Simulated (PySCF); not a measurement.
# GaO−: bond curves at several levels of theory

An exercise on one series of results from a longer session: the logs are not shown, and one member is left open.

The runs use PySCF 2.14.0; Ga def2-TZVPPD, O def2-TZVPPD, no relativity.

2 further runs of the same task are left out: 2 set aside as unsound or not needed.

The first run:

A driver script around PySCF takes these settings:

- atoms: Ga, O
- charge: -1
- basis: Ga def2-TZVPPD, O def2-TZVPPD
- Hamiltonian: no relativity
- basis functions: 94
- electrons treated: 40
- masses in u: 68.9256, 15.9949
- levels: PBE0, PBE, r²SCAN, M06, M06-L, BP86, PW91, B3LYP, ωB97X, MP2, SCS-MP2, CCSD, CCSD(T)
- grid: 80 radial by 434 angular points
- occupations: held fixed by the projection of orbital angular momentum
- dissociation limit: Ga + O−, each in its ground configuration
- starting distance in angstrom: 1.905
- values of 2S to try: 0, 2

Run with:

```console
> OMP_NUM_THREADS=2 python dia.py task.json out
```

Among the steps run: Set-up; PBE0 along the bond; PBE; r²SCAN; M06; M06-L; BP86; PW91 (GGA); B3LYP (global hybrid GGA); ωB97X; MP2 and coupled cluster.

One table of the session follows, with a row left open; its other results are not shown here.

Energy (eV) from each level's lowest point:

| R (Å) | RHF-MP2 | RHF-SCS-MP2 | RHF-CCSD | RHF-CCSD(T) | PBE |
| --- | --- | --- | --- | --- | --- |
| 1.475 | 1.579 | 1.588 | n/a | n/a | 1.587 |
| 1.544 | 0.737 | 0.740 | 0.645 | 0.710 | 0.748 |
| 1.612 | 0.259 | 0.259 | 0.199 | 0.241 | 0.268 |
| 1.664 | 0.074 | 0.073 | 0.043 | 0.064 | 0.079 |
| 1.715 | 0.000 | 0.000 | 0.000 | 0.000 | 0.000 |
| 1.766 | ? | ? | ? | ? | ? |
| 1.835 | 0.118 | 0.123 | 0.201 | 0.144 | 0.105 |
| 1.921 | 0.358 | 0.369 | 0.504 | 0.402 | 0.334 |
| 2.024 | 0.736 | 0.754 | 0.959 | 0.797 | 0.699 |
| 2.161 | 1.320 | 1.346 | n/a | n/a | 1.251 |

Q: Estimate the row for R (Å) = 1.766 from the others.

Worked estimate for «RHF-MP2». A straight line through the neighbours (1.715, 0.000) and (1.835, 0.118) gives 0.000 + (0.118 − 0.000) × (1.766 − 1.715) / (1.835 − 1.715) = 0.050; a parabola fitted to 4 rows on both sides gives 0.017.

As computed: RHF-MP2: 0.010; RHF-SCS-MP2: 0.011; RHF-CCSD: 0.044; RHF-CCSD(T): 0.020; PBE: 0.004. In «RHF-MP2» the line misses by +0.040 and the parabola by +0.007.

Limits of these values: Lowest PBE0 solution found, without spin–orbit coupling: ¹Σ⁺ (singlet), closed shell. Warnings in the runs' records: inverted.
